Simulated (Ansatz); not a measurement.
# GeH3N: the cost of one run

Method: PBE0-D4/def2-TZVP structures, single points in def2-TZVPP, no counterpoise correction; program: Ansatz 0.2.0, Gaussian basis.

Levels: SPW92, PBE-D4, BLYP-D4, r2SCAN-D4, B97M-V, PBE0-D4, B3LYP-D4, r2SCAN0-D4, BHLYP-D4, CAM-B3LYP-D4, wB97X-V, wB97M-V, B2PLYP, PBE-QIDH, RPA on PBE, Hartree-Fock, MP2, CCSD, CCSD(T).

Cores are frozen in the correlated methods. Filled d shells of the heavier atoms are correlated. B3LYP uses VWN-RPA correlation. B2PLYP carries no dispersion term here.

40 further runs of the same task are left out: 40 set aside as unsound or not needed.

### Step 1. The starting structure

The complex: 7 atoms, charge 0, spin multiplicity 1.

Atoms are counted from 1 here; the program's logs count them from 0.

Bond lengths: Ge1–N3 1.816 Å, Ge1–H5 1.602 Å, H2–H4 0.748 Å, N3–H6 1.007 Å, N3–H7 1.007 Å. Angles: N3–Ge1–H5 92.9°, Ge1–N3–H6 125.7°, Ge1–N3–H7 121.8°, H6–N3–H7 112.5°.

Coordinates:

```
Ge    0.3511   -1.0529    0.5222
H    -1.6158    1.0708    1.3785
N     0.7320   -0.3868   -1.1239
H    -2.1301    0.5477    1.2306
H     0.9994    0.2058    1.2710
H     1.1844    0.4930   -1.3119
H     0.4791   -0.8776   -1.9664
```

Its parts: GeNH3 holds atoms 1, 3, 5, 6, 7; H2 holds atoms 2, 4. Each part counts its atoms afresh in its own runs.

### Step 2. Relaxing GeNH3 alone

Input file relax-a/in.yaml:

```yaml
crystal:
  periodic: [false, false, false]
  atoms:
    - {symbol: Ge, position_ang: [0.351085, -1.052913, 0.522198]}
    - {symbol: N, position_ang: [0.732008, -0.386782, -1.123860]}
    - {symbol: H, position_ang: [0.999366, 0.205775, 1.270975]}
    - {symbol: H, position_ang: [1.184403, 0.493043, -1.311930]}
    - {symbol: H, position_ang: [0.479061, -0.877585, -1.966378]}
basis:
  gaussian: {orbitals: def2-TZVP}
hamiltonian: {xc: pbe0, dispersion: d4}
relax: {f_tol: 0.005, max_steps: 200}
```

On the command line:

```bash
$ ansatz run in.yaml --threads 2 --pin off --events-out ev --progress --plain --max-ram 4352MiB
```

**Question.** How long does this run take on 2 threads of Arm Neoverse V1, shared host?

About 7 s.
